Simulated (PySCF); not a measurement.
# Cl2I2Si: the cost of one run

Computed with PySCF 2.14.0 and routines of our own; the level stands in each step. Atoms count from 0.

## (1) The system as given

5 atoms, charge 0, multiplicity 1; geometry from: GFN2-xTB.

## (2) Geometry optimisation at PBE0-D3(BJ)/def2-SVP

What the job is given:

```
{"job": {"xc": "PBE0", "basis": "def2-SVP", "d3": "d3bj", "grid": 1, "maxiter": 30, "shake": 0.01, "kind": "geom"}, "charge": 0, "multiplicity": 1}
Cl     0.032530    -1.341850    -1.618520
Si    -0.008750    -0.141540    -0.002100
Cl    -0.126170    -1.225180     1.674850
I      2.048670     1.269580     0.031280
I     -1.912710     1.405020    -0.123410
```

Started as:

```bash
$ OMP_NUM_THREADS=1 python heavy_run.py task.json out
```

The driver reads the jobs from task.json and runs them one after another.

Q: Estimate the wall time and peak memory of this first job on 1 thread of Arm Neoverse V2, shared host.

About 42 s, with a peak of 0.45 GiB.
